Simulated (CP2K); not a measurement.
Runs of CP2K 2026.2 on GaGe3. It takes space group Pm-3m (No. 221, cubic). Conventional cell: a = 4.278 Å, b = 4.278 Å, c = 4.278 Å, α = 90.00°, β = 90.00°, γ = 90.00°. Ge (site symmetry 4/mmm) is surrounded by 8 Ge at 3.03 Å and 4 Ga at 3.03 Å. Around Ga (site symmetry m-3m) lie 12 Ge at 3.03 Å. The cell comes from a database or a generator and needn't be the stable form of this composition.

```tsv
level	potentials or basis	smearing	EPS_DEFAULT	NGRIDS	points a segment of the path (NPOINTS)	CUTOFF of the grids	gap on the mesh (eV)	pressure (GPa)
PBEsol	POTENTIAL_UZH Ge GTH-PBE-q4, Ga GTH-PBE-q13; TZVP-MOLOPT-PBE-GTH basis	fermi-dirac 0.01 eV	1.0E-9	4	10	450 Ry	none	-1.1
PBE	POTENTIAL_UZH Ge GTH-PBE-q4, Ga GTH-PBE-q13; TZVP-MOLOPT-PBE-GTH basis	fermi-dirac 0.01 eV	1.0E-9	4	6	450 Ry	none	0.8
r2SCAN	POTENTIAL_UZH Ge GTH-SCAN-q4, Ga GTH-SCAN-q13; TZVP-MOLOPT-SCAN-GTH basis	fermi-dirac 0.05 eV	1.0E-10	5	6	675 Ry	none	-4.0
LDA	GTH_POTENTIALS Ge GTH-PADE-q4, Ga GTH-PADE-q13; TZVP-MOLOPT-PBE-GTH basis	fermi-dirac 0.1 eV	1.0E-9	5	6	450 Ry	none	(a)
```

Alike in all rows: task band structure; no spin polarisation; cell as given; k mesh 6 × 6 × 6.

Task: Fill in the values left out.

Result: (a) -4.8.

Caveats: the basis of atomic orbitals isn't converged, which shifts pressures, moduli and gaps; the potentials were made for another functional, which shifts forces and pressure (some runs).

A k mesh can miss the band edges, and the runs leave out spin-orbit coupling on Ga, Ge.

A gap of «none» marks a metal or a gap under the smearing width.
